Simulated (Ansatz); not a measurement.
Predict the output of the script below (Ansatz 0.2.0 through its Python package).

The script reads `sb.cif`:
```cif
data_Sb
_cell_length_a 3.510779
_cell_length_b 3.510779
_cell_length_c 3.510779
_cell_angle_alpha 126.63359
_cell_angle_beta 126.63359
_cell_angle_gamma 78.84926
_symmetry_space_group_name_H-M 'P 1'
_symmetry_Int_Tables_number 1
loop_
_symmetry_equiv_pos_as_xyz
'x, y, z'
loop_
_atom_site_label
_atom_site_type_symbol
_atom_site_fract_x
_atom_site_fract_y
_atom_site_fract_z
Sb1 Sb    0.000000    0.000000    0.000000
```

The script, `run_kconv.py`:
```python
"""k-point test for Sb."""

import csv
import warnings

import ansatz as az
from ase.io import read

warnings.simplefilter("ignore", az.DeckWarning)

atoms = read("sb.cif")
sb = az.Crystal.from_ase(atoms)

job = (
    sb.calculation()
    .basis(41 * az.Ry)
    .occupations(az.OccupationsMethod.FERMI_DIRAC, width=0.15)
    .functional("lda")
    .scf(tolerance=1e-10)
    .forces()
    .stress()
)

rows = []
for value in [(3, 3, 3), (5, 5, 5), (6, 6, 6), (8, 8, 8), (10, 10, 10), (12, 12, 12)]:
    report = job.kpoints(mesh=value).run(threads=1, pin="off").report
    rows.append((value, report["free_energy_ev"] / len(report["lattice"]["sites"]), report["n_iterations"], sum(report["stress_gpa"][i][i] for i in range(3)) / 3, max(abs(f) for row in report["forces_ev_ang"] for f in row), report["n_kpoints"]))

with open("kconv.csv", "w", newline="") as handle:
    writer = csv.writer(handle)
    writer.writerow(["mesh", "F/atom (eV)", "iterations", "P (GPa)", "max component (eV/A)", "k-points"])
    writer.writerows([round(v, 5) if isinstance(v, float) else v for v in row] for row in rows)

# the last row is the reference
for row in rows[:-1]:
    shift = 1000 * (row[1] - rows[-1][1])
    print(f"{row[0]}: {shift:+.2f} meV/atom" + ("  (within 2 meV)" if abs(shift) < 2 else ""))
```

```console
$ python run_kconv.py
(3, 3, 3): -547.51 meV/atom
(5, 5, 5): +62.15 meV/atom
(6, 6, 6): -39.13 meV/atom
(8, 8, 8): +3.15 meV/atom
(10, 10, 10): -4.30 meV/atom
```

File `kconv.csv` afterwards:
```csv
mesh,F/atom (eV),iterations,P (GPa),max component (eV/A),k-points
"(3, 3, 3)",-6336.11787,7,-1.20762,0.0,6
"(5, 5, 5)",-6335.50821,9,-2.41815,0.0,18
"(6, 6, 6)",-6335.60949,7,-2.53492,0.0,30
"(8, 8, 8)",-6335.56721,8,-2.36759,0.0,59
"(10, 10, 10)",-6335.57466,8,-2.08652,0.0,102
"(12, 12, 12)",-6335.57036,9,-2.30189,0.0,163
```

Caveats:
- The smearing is wide enough that free energy and stress hold a thermal part of the electrons.
- Forces vanish by symmetry here and test nothing.
- Pressure is positive in compression.
- This isn't the structure that Sb takes at ambient conditions.
- Shifts are counted from the finest mesh, which is itself no proven limit.
- Hardware and time: 14 s on 1 thread of Arm Neoverse V1, on a shared host, peak memory 0.47 GiB.
